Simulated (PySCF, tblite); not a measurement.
# C5H9BrSi3: geometry, infrared bands and NMR shifts

Wanted: the infrared bands and NMR shifts of C5H9BrSi3 (`C#C[Si@H]([SiH2]Br)[SiH2]C#CC`), by calculation.

Computed with tblite 0.8.0 and PySCF 2.14.0, with density-fitted response routines of our own, on a single molecule in the gas phase. Atoms are numbered from 0 throughout.

## 1. The molecule as given

18 atoms, charge 0, multiplicity 1; geometry from: force field or distance geometry start.

Bonds of the start (Å): C0–C1 1.19, C1–Si2 1.83, Si2–Si3 2.25, Si3–Br4 2.27, Si2–Si5 2.22, Si5–C6 1.82, C6–C7 1.22, C7–C8 1.48, C0–H9 1.08, Si2–H10 1.47, Si3–H11 1.46, Si3–H12 1.48, Si5–H13 1.47, Si5–H14 1.48, C8–H15 1.09, C8–H16 1.13, C8–H17 1.10.

## 2. Geometry optimisation with GFN2-xTB

What the job is given:

```
{"job": {"kind": "relax", "xc": "GFN2-xTB", "basis": "xTB"}, "charge": 0, "multiplicity": 1}
C     -2.004600     1.570500    -2.025700
C     -1.764500     0.672200    -1.275900
Si    -1.398800    -0.708300    -0.126000
Si    -3.133300    -0.749600     1.310900
Br    -3.444500     1.411700     1.940900
Si     0.370900    -0.218000     1.120900
C      1.785100    -0.055500    -0.017200
C      2.745400     0.042800    -0.766100
C      3.899600     0.151600    -1.678100
H     -2.239200     2.386100    -2.690000
H     -1.249800    -1.976900    -0.848700
H     -4.340900    -1.337500     0.736000
H     -2.659000    -1.439500     2.532100
H      0.146900     1.021400     1.878400
H      0.605500    -1.296900     2.113600
H      3.847600     1.070300    -2.270200
H      4.847000     0.223700    -1.071500
H      3.977700    -0.761700    -2.282100
```

Run with:

```console
> OMP_NUM_THREADS=1 python probes_run.py task.json out
```

One launch serves the whole session: the jobs run in the order shown.

The program printed:

```text
step      E/eV     max force
  0    -664.92324    2.125
  1    -664.96506    3.432
  2    -665.08177    0.644
  3    -665.10924    0.812
  4    -665.13600    1.546
  5    -665.18060    0.593
  6    -665.21267    0.712
  7    -665.25695    0.647
  8    -665.27305    0.411
  9    -665.28587    0.320
 10    -665.29414    0.294
 11    -665.30092    0.291
 12    -665.30614    0.284
 13    -665.31005    0.177
 14    -665.31330    0.184
 15    -665.31686    0.174
 16    -665.32071    0.196
 17    -665.32441    0.191
 18    -665.32747    0.118
 19    -665.32974    0.107
 20    -665.33157    0.131
 21    -665.33349    0.147
 22    -665.33569    0.121
 23    -665.33795    0.115
 24    -665.33987    0.135
 25    -665.34143    0.128
 26    -665.34287    0.098
 27    -665.34427    0.086
 28    -665.34553    0.088
 29    -665.34660    0.087
 30    -665.34772    0.079
 31    -665.34928    0.101
 32    -665.35150    0.126
 33    -665.35408    0.147
 34    -665.35647    0.134
 35    -665.35830    0.096
 36    -665.35983    0.101
 37    -665.36125    0.091
 38    -665.36218    0.080
 39    -665.36274    0.083
 40    -665.36329    0.069
 41    -665.36389    0.074
 42    -665.36436    0.053
 43    -665.36463    0.033
 44    -665.36480    0.034
 45    -665.36499    0.032
 46    -665.36518    0.032
 47    -665.36532    0.022
 48    -665.36541    0.023
 49    -665.36551    0.030
 50    -665.36565    0.030
 51    -665.36580    0.028
 52    -665.36592    0.024
 53    -665.36601    0.022
 54    -665.36609    0.024
 55    -665.36622    0.031
 56    -665.36636    0.032
 57    -665.36649    0.022
 58    -665.36657    0.022
 59    -665.36665    0.027
 60    -665.36677    0.034
 61    -665.36693    0.043
 62    -665.36711    0.034
 63    -665.36723    0.018
 64    -665.36731    0.020
 65    -665.36740    0.028
 66    -665.36758    0.049
 67    -665.36790    0.069
 68    -665.36836    0.074
 69    -665.36878    0.051
 70    -665.36903    0.037
 71    -665.36920    0.038
 72    -665.36943    0.040
 73    -665.36980    0.050
 74    -665.37021    0.056
 75    -665.37050    0.042
 76    -665.37065    0.037
 77    -665.37076    0.028
 78    -665.37090    0.032
 79    -665.37111    0.029
 80    -665.37131    0.028
 81    -665.37150    0.028
 82    -665.37168    0.027
 83    -665.37182    0.022
 84    -665.37192    0.019
 85    -665.37198    0.017
 86    -665.37206    0.021
 87    -665.37218    0.024
 88    -665.37237    0.033
 89    -665.37266    0.049
 90    -665.37304    0.062
 91    -665.37317    0.062
 92    -665.37364    0.036
 93    -665.37379    0.028
 94    -665.37395    0.028
 95    -665.37408    0.029
 96    -665.37439    0.040
 97    -665.37463    0.041
 98    -665.37486    0.033
 99    -665.37507    0.034
100    -665.37526    0.029
101    -665.37545    0.031
102    -665.37563    0.025
103    -665.37579    0.025
104    -665.37591    0.030
105    -665.37603    0.035
106    -665.37614    0.028
107    -665.37626    0.145
108    -665.37648    0.040
109    -665.37662    0.050
110    -665.37678    0.040
111    -665.37680    0.097
112    -665.37690    0.033
113    -665.37705    0.069
114    -665.37731    0.132
115    -665.37757    0.130
116    -665.37779    0.069
117    -665.37785    0.039
118    -665.37799    0.050
119    -665.37806    0.041
120    -665.37829    0.035
121    -665.37845    0.039
122    -665.37871    0.055
123    -665.37896    0.052
124    -665.37917    0.028
125    -665.37930    0.033
126    -665.37944    0.036
127    -665.37963    0.039
128    -665.37984    0.036
129    -665.38002    0.036
130    -665.38017    0.043
131    -665.38028    0.027
132    -665.38038    0.028
133    -665.38047    0.023
134    -665.38057    0.036
135    -665.38062    0.033
136    -665.38074    0.023
137    -665.38083    0.020
138    -665.38091    0.023
139    -665.38096    0.022
140    -665.38099    0.020
141    -665.38102    0.012
142    -665.38104    0.015
143    -665.38106    0.011
144    -665.38108    0.009
```

It took 1.9 s on 1 thread of Arm Neoverse V1, shared host.

Along the way: (not every step is listed)

```tsv
step	energy from step 0 (eV)	largest force (eV/Å)
0	0.0000	2.1249
1	-0.0418	3.4316
2	-0.1585	0.6436
3	-0.1860	0.8125
4	-0.2128	1.5465
5	-0.2574	0.5931
6	-0.2894	0.7119
7	-0.3337	0.6468
8	-0.3498	0.4112
21	-0.4103	0.1473
34	-0.4332	0.1336
47	-0.4421	0.0219
60	-0.4435	0.0340
73	-0.4466	0.0505
86	-0.4488	0.0212
99	-0.4518	0.0343
112	-0.4537	0.0328
125	-0.4561	0.0328
138	-0.4577	0.0229
139	-0.4577	0.0221
140	-0.4578	0.0197
141	-0.4578	0.0123
142	-0.4578	0.0153
143	-0.4578	0.0108
144	-0.4578	0.0093
```

Distances of close pairs at the start and the end, largest changes first:

```tsv
bond	before (Å)	after (Å)	change (Å)
Si2–Si5	2.220	2.335	+0.115
Si2–Si3	2.253	2.323	+0.071
C8–H16	1.127	1.090	-0.037
C7–C8	1.475	1.445	-0.030
C0–H9	1.078	1.053	-0.025
Si3–Br4	2.273	2.249	-0.024
C1–Si2	1.834	1.854	+0.020
Si5–C6	1.823	1.841	+0.019
```

The end geometry stands in the next job.

## 3. Harmonic vibrations with GFN2-xTB

What the job is given:

```
{"job": {"kind": "ir", "xc": "GFN2-xTB", "basis": "xTB"}, "charge": 0, "multiplicity": 1}
C     -1.905662     1.416688    -2.134450
C     -1.693412     0.591042    -1.285362
Si    -1.337659    -0.629994     0.063314
Si    -3.348125    -0.818886     1.212237
Br    -3.397712     0.758164     2.814660
Si     0.558809     0.037116     1.250510
C      1.957044     0.076273     0.053109
C      2.838526     0.090947    -0.769295
C      3.901415     0.112689    -1.747938
H     -2.094662     2.129867    -2.885154
H     -1.180617    -1.918597    -0.647692
H     -4.608949    -0.580631     0.515044
H     -3.518717    -2.040580     1.999129
H      0.407417     1.366426     1.847522
H      0.890338    -0.940886     2.299187
H      3.787773     0.980707    -2.397340
H      4.869661     0.167459    -1.250169
H      3.865773    -0.791487    -2.355960
```

The program printed:

```text
mode    cm-1     km/mol
  1       5.4      0.24
  2      12.1      2.95
  3      17.0      0.04
  4      30.4      0.70
  5      51.0      2.22
  6      76.8      1.39
  7      87.4      0.50
  8     138.8      5.04
  9     140.3      3.28
 10     187.5     10.14
 11     237.6     17.31
 12     255.6     45.07
 13     311.1      0.11
 14     313.2      1.62
 15     344.7     13.41
 16     346.4     12.87
 17     398.7     44.61
 18     416.0     14.10
 19     493.7      6.76
 20     552.0     65.63
 21     563.4      6.23
 22     576.2    485.43
 23     606.3     32.42
 24     616.7    179.39
 25     667.6    267.72
 26     676.1     32.12
 27     684.5    259.28
 28     687.6    242.17
 29     700.7    130.89
 30     784.4    280.35
 31     810.4    257.01
 32    1014.6      4.64
 33    1015.5      4.59
 34    1108.7      1.36
 35    1383.5      1.92
 36    1449.4      6.07
 37    1449.8      6.87
 38    2094.4    338.11
 39    2175.4    278.48
 40    2192.4     20.76
 41    2238.0    205.06
 42    2242.3    406.74
 43    2275.2    207.29
 44    2319.9    231.88
 45    2999.8     17.73
 46    3001.3     17.69
 47    3008.0     24.51
 48    3350.1      0.86
```

It took 1.2 s on 1 thread of Arm Neoverse V1, shared host.

The strongest bands and the atoms that carry them (share of the mass-weighted mode):

```tsv
cm⁻¹	km/mol	atoms
576	485.4	H10 68 %, H14 20 %
668	267.7	H9 65 %, C0 13 %
684	259.3	H14 20 %, H13 19 %, H9 18 %, Si5 10 %
784	280.4	H14 47 %, H13 45 %
810	257.0	H12 47 %, H11 47 %
2094	338.1	H10 96 %
2175	278.5	H14 96 %
2242	406.7	H12 79 %, H11 11 %
```

## 4. Shielding tensors: PBE0/pcSseg-1

The job, as its differences from that of step 3:

```diff
@@ -1,2 +1,2 @@
-{"job": {"kind": "ir", "xc": "GFN2-xTB", "basis": "xTB"}, "charge": 0, "multiplicity": 1}
+{"job": {"kind": "nmr", "xc": "PBE0", "basis": "pcSseg-1"}, "charge": 0, "multiplicity": 1}
 C     -1.905662     1.416688    -2.134450
```

With the program's defaults for keys left out, this is: GIAO PBE0/pcSseg-1 NMR shielding, non-relativistic, gas phase.

The program printed:

```text
coarse grid: 74720 points
cycle   1  E = -3637.1969676415  dE = -4.292e-01  |g| = 8.411e-01  |ddm| = 4.276e+00
cycle   2  E = -3637.1818205771  dE =  1.515e-02  |g| = 6.289e-01  |ddm| = 1.505e+00
cycle   3  E = -3637.2669776225  dE = -8.516e-02  |g| = 2.189e-01  |ddm| = 9.981e-01
cycle   4  E = -3637.2769545805  dE = -9.977e-03  |g| = 1.075e-01  |ddm| = 2.656e-01
cycle   5  E = -3637.2797208146  dE = -2.766e-03  |g| = 2.552e-02  |ddm| = 9.997e-02
cycle   6  E = -3637.2798729565  dE = -1.521e-04  |g| = 4.678e-03  |ddm| = 2.688e-02
cycle   7  E = -3637.2798756669  dE = -2.710e-06  |g| = 2.939e-03  |ddm| = 6.861e-03
final grid: 153240 points
cycle   8  E = -3637.2798653500  dE =  8.743e-06  |g| = 6.553e-03  |ddm| = 7.415e-03
cycle   9  E = -3637.2798193340  dE =  4.602e-05  |g| = 1.492e-02  |ddm| = 1.474e-02
cycle  10  E = -3637.2798763712  dE = -5.704e-05  |g| = 3.577e-04  |ddm| = 1.008e-02
cycle  11  E = -3637.2798764049  dE = -3.369e-08  |g| = 1.050e-04  |ddm| = 4.483e-04
cycle  12  E = -3637.2798764076  dE = -2.745e-09  |g| = 2.498e-05  |ddm| = 1.043e-04
cycle  13  E = -3637.2798764077  dE = -1.073e-10  |g| = 1.759e-06  |ddm| = 1.738e-05
converged SCF energy = -3637.2798764077

GIAO shielding tensors (ppm)
atom      isotropic    diamagn.    paramagn.     s11        s22        s33       span
  0 C       78.885     261.421    -182.536     -5.982     -4.807    247.443    253.425
  1 C      104.284     263.655    -159.371      9.416     13.367    290.069    280.653
  2 Si     448.617     881.731    -433.114    432.239    444.279    469.335     37.096
  3 Si     379.220     875.583    -496.363    328.841    375.677    433.143    104.301
  4 Br    2874.876    3124.968    -250.092   2745.646   2900.540   2978.441    232.795
  5 Si     446.327     881.781    -435.454    433.262    445.552    460.168     26.906
  6 C      110.624     259.643    -149.019     30.478     30.916    270.477    239.999
  7 C       68.453     275.471    -207.018    -30.278    -26.554    262.192    292.469
  8 C      180.510     251.833     -71.322    171.468    172.250    197.813     26.345
  9 H       29.649      34.147      -4.498     24.208     24.713     40.026     15.817
 10 H       27.180      29.499      -2.318     24.210     24.961     32.371      8.161
 11 H       26.145      26.030       0.115     21.457     24.681     32.298     10.841
 12 H       26.343      26.594      -0.251     21.478     25.086     32.465     10.987
 13 H       27.071      29.558      -2.487     22.632     27.144     31.438      8.806
 14 H       27.289      29.081      -1.792     22.830     26.711     32.327      9.497
 15 H       29.553      29.544       0.009     24.454     28.163     36.042     11.588
 16 H       29.597      24.782       4.815     24.461     27.649     36.682     12.222
 17 H       29.592      29.355       0.238     24.530     28.088     36.159     11.630
```

It took 2.2 min on 1 thread of Arm Neoverse V1, shared host; peak memory 1.1 GiB.

The references, computed at this level on geometries of the same kind, shield at (ppm): 1H TMS 31.72, 13C TMS 186.9, 29Si TMS 349.2, 79Br HBr 2622. Their shielding less the atom's gives the shift. The references are single molecules in the gas phase. Atoms listed in one row are averaged.

```tsv
atoms	environment	σ (ppm)	δ (ppm)	δ scaled to CDCl3
C7	alkyne carbon	68.5	118.5	113.7
C0	terminal alkyne carbon	78.9	108.0	103.5
C1	alkyne carbon	104.3	82.6	78.7
C6	alkyne carbon	110.6	76.3	72.6
C8	propargylic methyl carbon	180.5	6.4	4.3
H11	hydrogen on a silicon bonded to Br, Si	26.15	5.57	–
H12	hydrogen on a silicon bonded to Br, Si	26.34	5.37	–
H13	hydrogen on a silicon bonded to C, Si	27.07	4.65	–
H10	hydrogen on a silicon bonded to C, 2 Si	27.18	4.54	–
H14	hydrogen on a silicon bonded to C, Si	27.29	4.43	–
H15, H16, H17	hydrogen on a propargylic methyl carbon	29.58	2.14	2.12
H9	hydrogen on a terminal alkyne carbon	29.65	2.07	2.05
Si3	silicon bonded to Br, Si, 2 H	379.2	-30.1	–
Si5	silicon bonded to C, Si, 2 H	446.3	-97.2	–
Si2	silicon bonded to C, 2 Si, H	448.6	-99.5	–
Br4	bromine bonded to Si	2875	-253	–
```

The scaled column applies a straight-line fit of computed shieldings to shifts measured in CDCl3, with any fitted terms for Cl, Br or S neighbours (root-mean-square error 0.16 ppm for H, 1.9 ppm for C).

The run also stored atomic charges by several schemes (e):

```tsv
atoms	Mulliken	IAO	Hirshfeld	ESP fit
C0	-0.21	-0.19	-0.08	-0.31
C1	-0.15	-0.31	-0.16	-0.16
Si2	0.14	0.33	0.20	0.24
Si3	0.48	0.45	0.24	0.15
Br4	-0.39	-0.29	-0.14	-0.19
Si5	0.46	0.52	0.27	0.24
C6	-0.41	-0.38	-0.19	-0.39
C7	-0.12	0.01	-0.02	0.22
C8	-0.16	-0.44	-0.09	-0.54
```

Mayer bond orders: C0–C1 2.58, C1–Si2 0.88, Si2–Si3 0.85, Si3–Br4 0.88, Si2–Si5 0.86, Si5–C6 1.01, C6–C7 2.53, C7–C8 1.18.

The fields below are evaluated on a grid from the run's orbitals.

Frontier orbitals at PBE0/pcSseg-1, with the share of their density that lies nearest to each atom:

```tsv
orbital	energy (eV)	lies on
HOMO	-7.50	C6, C7 about 17 % each; Br4 13 %; Si2 12 %
LUMO	-1.05	Si3 20 %; Si2 15 %; H11 12 %
```

ELF in a plane through or near 8 of the atoms.

Ten even steps from '0' (0.00) to '9' (1.00):
```
0000000000000000000000000000
0000000000000000000000000000
0000000000000001000000000000
0000000000000079710000000000
0000000000000279842000000000
0000000000001462464100000000
0000012000002587885100000000
0000599500000473264003620000
0000699702210048861027851000
0000277667752034235424300000
0008995816767388447424200000
0009994468229119732467421000
0002750156674323200134321000
0000000023214998100022210000
0000000000007999300000000000
0000000000006999100000000000
0000000000000220000000000000
0000000000000000000000000000
0000000000000000000000000000
0000000000000000000000000000
```
The map spans 15.1 Å across and 12.9 Å up, centred on the molecule. Atoms in the plane (x, y in Å): C0 (1.0, 2.9), C1 (1.2, 1.7), Si5 (0.0, -1.4), C6 (-1.8, -0.9), C7 (-2.9, -0.4), H14 (0.1, -2.8), H15 (-4.4, 1.0), H16 (-4.9, -0.7).

On the surface of density 0.002 e/bohr³ the electrostatic potential runs, from the 1st to the 99th percentile, from -0.77 V near C6 to 1.50 V near H9.

## 5. Outcome

| quantity | value |
| --- | --- |
| strongest single infrared mode (GFN2-xTB) | 576 cm⁻¹, 485 km/mol |
| zero-point energy (GFN2-xTB) | 67.3 kcal/mol |
| 13C shifts against TMS (PBE0/pcSseg-1) | 118.5, 108.0, 82.6, 76.3, 6.4 ppm |
| 1H shifts against TMS (PBE0/pcSseg-1, means over atoms taken as alike) | 5.57, 5.37, 4.65, 4.54, 4.43, 2.14, 2.07 ppm |
| 29Si shifts against TMS (PBE0/pcSseg-1) | -30.1, -97.2, -99.5 ppm |
| 79Br shifts against HBr (PBE0/pcSseg-1) | -253 ppm |
| surface potential, 1st and 99th percentile | -0.77 V and 1.50 V |

In words: The optimisation took 144 steps and gained 0.458 eV; among the close pairs (by a distance rule), Si2–Si5 changed most, from 2.220 to 2.335 Å. All 48 modes are real, so the xTB geometry is a minimum. The strongest single mode, at 576 cm⁻¹, moves mainly H10. Unscaled tight-binding wavenumbers are off by several per cent, some by more. Its intensities can rank the bands wrongly. At PBE0/pcSseg-1, counted by nearest atom on the grid, the HOMO lies on C6, C7 about 17 % each; Br4 13 %, the LUMO on Si3 20 %; Si2 15 %. Spin-orbit coupling is left out, which matters for shieldings and couplings at and beside the heavy atoms.
